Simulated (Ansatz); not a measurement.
# ZrHO (doublet): the correlation ladder, def2-QZVPP

An exercise on one series of results from a longer session: the logs are not shown, and one member is left open.

Program: Ansatz 0.2.0, Gaussian basis. Level of theory: def2-QZVPP, core rule «outside noble gas», up to 5 orbitals frozen. These are calculated values, not measurements.

The runs, in order: UHF; ROHF; CCSD(T) on UHF.

2 further runs of the same task are left out: 2 set aside as unsound or not needed. Runs told in other sessions of the task aren't counted.

## The system

The geometry is a PBE0/def2-TZVP stationary point (not a proven minimum). No spin-orbit coupling is included. Elements past krypton take def2 core potentials.

3 atoms, charge 0, spin multiplicity 2.

Atoms are counted from 1 here; the program's logs count them from 0.

Bond lengths: Zr1–O2 1.720 Å, Zr1–H3 1.858 Å. Angles: O2–Zr1–H3 103.4°.

The first run:

in.yaml

```yaml
crystal:
  periodic: [false, false, false]
  atoms:
    - {symbol: Zr, position_ang: [0.000000, -0.035300, 0.248333]}
    - {symbol: O, position_ang: [0.000000, 0.091937, -1.467045]}
    - {symbol: H, position_ang: [0.000000, 1.735473, 0.811435]}
basis:
  gaussian: {orbitals: "def2-QZVPP.json"}
magnetization: {spin_polarized: true, initial_magnetization: 1}
hamiltonian: {xc: hf}
output: {orbitals: {seedname: orbitals}}
```

The run is started by

```
$ ansatz run in.yaml --threads 1 --pin off --events-out ev --progress --plain --max-ram 2560MiB --backend cpu
```

Among the steps run: UHF; ROHF; CCSD(T) on UHF.

One of the session's tables, all rows but one given; the rest of the session is left out.

It belongs to the step «Misses and costs». 

```
  method  from UCCSD(T) (kJ/mol)
    ROHF                 +1038.6
     UHF                       ?
    UMP2                   +18.0
   UCCSD                   +61.9
UCCSD(T)                       0
```

**Question.** Estimate the row for UHF.

**Answer.** from UCCSD(T) (kJ/mol): +1034.8. In the column «from UCCSD(T) (kJ/mol)» it lies between UCCSD (+61.9) and ROHF (+1038.6).
